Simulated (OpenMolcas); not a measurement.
**As2 (SMILES [As]#[As]): levels of theory compared**

We compute a comparison of 6 runs (HF/STO-3G, B3LYP/6-31G*, B3LYP/def2-TZVPPD, M06-L/def2-TZVPPD, SVWN5/def2-TZVPPD, r2SCAN/def2-TZVPPD) of As2. 

The calculation is run with OpenMolcas 26.06.

1 further run of the same task is left out (set aside as unsound or not needed).

## Step 1: Starting point

As2: 2 atoms, total charge 0, spin state singlet. SMILES: `[As]#[As]`. The As1–As2 distance was set to 2.716 Å, away from the relaxed value.

Bond lengths: As1–As2 2.716 Å.

## Step 2: A single-point energy at HF/STO-3G (run 1)

The input, run.inp:

```
&gateway
 baslib=$CurrDir
 basisset
 As.STO-3G....
 As1 0.000000 0.000000 -0.624210 angstrom
 As2 0.000000 0.000000 2.091490 angstrom
 End of Basis

&seward

&scf
 thresholds=1e-10 1e-07 1e-07 1e-05
 prorbitals=1 2
```

The basis set STO-3G is read from a file made from the Basis Set Exchange's data (not shown).

Run with:

```sh
export MOLCAS_MEM=1860
pymolcas run.inp > run.log
```

What it wrote:

```text
--- Start Module: gateway ---
[...]
--- Stop Module: gateway /rc=_RC_ALL_IS_WELL_ ---
--- Start Module: seward ---
[...]
      Basis functions           36
--- Stop Module: seward /rc=_RC_ALL_IS_WELL_ ---
--- Start Module: scf ---
[...]
       Convergence after   7 Iterations
[...]
::    Total SCF energy                              -4418.3445437638
[...]
      Total spin, S                                     0.0000000000
[...]
      Total electronic charge=   66.000000
      Total            charge=   -0.000000
[...]
      Dipole Moment (debye):
      Origin of the operator (angstrom)=    0.0000    0.0000    0.7336
                   X= -3.3591E-15               Y=  1.5312E-15               Z= -5.1236E-08           Total=  5.1236E-08
      Quadrupole Moment (debye*angstrom):
[...]
--- Stop Module: scf /rc=_RC_ALL_IS_WELL_ ---
[...]
```

Wall time 1.6 s (1 thread of Arm Neoverse V1, shared host); peak memory 0.37 GiB.

## Step 3: A single-point energy at B3LYP/6-31G(d) (Cartesian functions) (run 2)

The input, run.inp:

```
* As2 Kohn-Sham DFT
>>> EXPORT MOLCAS_PRINT=2

&GATEWAY
  BasLib
  $CurrDir
  Coord
  2
  angstrom
  As       0.000000       0.000000      -0.624210
  As       0.000000       0.000000       2.091490
  Basis
  6-31Gs
  Group
  NoSym

&SEWARD
  GridInput
  Grid=UltraFine
  End of Grid

&SCF
  KSDFT
  B3LYP
  Thresholds
  1e-10 1e-07 1e-07 1e-05
  PrOrbitals
  0
```

The basis set 6-31G* is read from a file made from the Basis Set Exchange's data (not shown).

Run with:

```sh
export MOLCAS_MEM=1860
pymolcas run.inp > run.log
```

What it wrote:

```text
--- Start Module: gateway ---
[...]
--- Stop Module: gateway /rc=_RC_ALL_IS_WELL_ ---
--- Start Module: seward ---
[...]
      Basis functions           70
--- Stop Module: seward /rc=_RC_ALL_IS_WELL_ ---
[...]
--- Start Module: scf ---
[...]
       Convergence after  12 Iterations
[...]
::    Total KS-DFT energy                           -4471.1945813819
[...]
      Total spin, S                                     0.0000000000
[...]
      Total electronic charge=   66.000000
      Total            charge=   -0.000000
[...]
      Dipole Moment (debye):
      Origin of the operator (angstrom)=    0.0000    0.0000    0.7336
                   X=  2.0520E-14               Y= -1.3297E-14               Z=  1.8968E-11           Total=  1.8968E-11
      Quadrupole Moment (debye*angstrom):
[...]
--- Stop Module: scf /rc=_RC_ALL_IS_WELL_ ---
[...]
```

It took 6.3 s on 1 thread of Arm Neoverse V1, shared host; peak memory 0.41 GiB.

Run 3 isn't shown in full; the table further down has it.

## Step 4: A single-point energy at M06-L/def2-TZVPPD (run 4)

The input, calc.input:

```
>>> EXPORT MOLCAS_PRINT=2

&gateway
 baslib=$CurrDir
 coord
 2
 angstrom
 As       0.000000       0.000000      -0.624210
 As       0.000000       0.000000       2.091490
 basis=def2-TZVPPD
 group=NoSym

&seward
 gridinput
 Grid=UltraFine
 End of Grid

&scf
 ksdft=M06L
 thresholds=1e-10 1e-07 1e-07 1e-05
 prorbitals=1
```

The basis set def2-TZVPPD is read from a file made from the Basis Set Exchange's data (not shown).

Run with:

```sh
export MOLCAS_MEM=1860
pymolcas calc.input > calc.log
```

What it wrote:

```text
--- Start Module: gateway ---
[...]
--- Stop Module: gateway /rc=_RC_ALL_IS_WELL_ ---
--- Start Module: seward ---
[...]
      Basis functions          108
--- Stop Module: seward /rc=_RC_ALL_IS_WELL_ ---
[...]
--- Start Module: scf ---
[...]
       Convergence after  12 Iterations
[...]
::    Total KS-DFT energy                           -4471.5519363372
[...]
      Total spin, S                                     0.0000000000
[...]
      Total electronic charge=   66.000000
      Total            charge=   -0.000000
[...]
      Dipole Moment (debye):
      Origin of the operator (angstrom)=    0.0000    0.0000    0.7336
                   X= -7.9882E-15               Y=  3.1292E-15               Z=  3.9406E-07           Total=  3.9406E-07
      Quadrupole Moment (debye*angstrom):
[...]
--- Stop Module: scf /rc=_RC_ALL_IS_WELL_ ---
[...]
```

Run time: 18 s. Hardware: 1 thread of Arm Neoverse V1, shared host; peak memory 0.63 GiB.

Run 5 isn't shown in full; the table further down has it.

## Step 5: The energy at r2SCAN/def2-TZVPPD (run 6)

The input, mol.inp:

```
* As2 Kohn-Sham DFT
>>> EXPORT MOLCAS_PRINT=2
&GATEWAY
BASLIB = $CurrDir
COORD
2
angstrom
As       0.000000       0.000000      -0.624210
As       0.000000       0.000000       2.091490
BASIS = def2-TZVPPD
GROUP = NoSym
&SEWARD
GRIDINPUT
Grid=UltraFine
End of Grid
&SCF
KSDFT = 2
1.0 MGGA_X_R2SCAN
1.0 MGGA_C_R2SCAN
THRESHOLDS = 1e-10 1e-07 1e-07 1e-05
PRORBITALS = 1 2
```

The basis set def2-TZVPPD is read from a file made from the Basis Set Exchange's data (not shown).

Run with:

```sh
export MOLCAS_MEM=1860
pymolcas mol.inp > mol.log
```

What it wrote:

```text
--- Start Module: gateway ---
[...]
--- Stop Module: gateway /rc=_RC_ALL_IS_WELL_ ---
--- Start Module: seward ---
[...]
      Basis functions          108
--- Stop Module: seward /rc=_RC_ALL_IS_WELL_ ---
[...]
--- Start Module: scf ---
[...]
       Convergence after  11 Iterations
[...]
::    Total KS-DFT energy                           -4471.6521930773
[...]
      Total spin, S                                     0.0000000000
[...]
      Total electronic charge=   66.000000
      Total            charge=   -0.000000
[...]
      Dipole Moment (debye):
      Origin of the operator (angstrom)=    0.0000    0.0000    0.7336
                   X= -8.7697E-15               Y= -2.6989E-16               Z= -1.1373E-07           Total=  1.1373E-07
      Quadrupole Moment (debye*angstrom):
[...]
--- Stop Module: scf /rc=_RC_ALL_IS_WELL_ ---
[...]
```

It took 16 s on 1 thread of Arm Neoverse V1, shared host; peak memory 0.63 GiB.

## Step 6: The series

```
run                               level  Cartesian functions  integration grid   energy (Eh)  dipole moment (D)  HOMO energy (eV)  LUMO energy (eV)  wall time
  1                           HF/STO-3G                   no                 –  -4418.344544               0.00             -3.77              2.90      1.6 s
  2  B3LYP/6-31G* (Cartesian functions)                  yes         UltraFine  -4471.194581               0.00             -6.31             -3.97      6.3 s
  3                   B3LYP/def2-TZVPPD                   no         UltraFine  -4471.758864               0.00             -6.29             -3.96       14 s
  4                   M06-L/def2-TZVPPD                   no         UltraFine  -4471.551936               0.00             -5.68             -4.22       18 s
  5                   SVWN5/def2-TZVPPD                   no         UltraFine  -4465.137054               0.00             -5.90             -4.57       11 s
  6                  r2SCAN/def2-TZVPPD                   no         UltraFine  -4471.652193               0.00             -5.98             -4.51       16 s
```

## Step 7: Results

| quantity | value |
| --- | --- |
| run 6: total energy | -4471.65219 Eh |
| run 6: dipole moment | 0.00 D |
| run 6: HOMO energy | -5.98 eV |
| run 6: LUMO energy | -4.51 eV |
| run 6: HOMO–LUMO gap | 1.47 eV |

What this shows: The HOMO–LUMO gap runs from 1.32 eV (SVWN5/def2-TZVPPD) to 6.66 eV (HF/STO-3G). The two ends differ in method and basis. Totals of different functionals can't be ranked against each other. In run 1 the basis is minimal, so the values are rough. All runs together took 66 s, the longest 18 s.
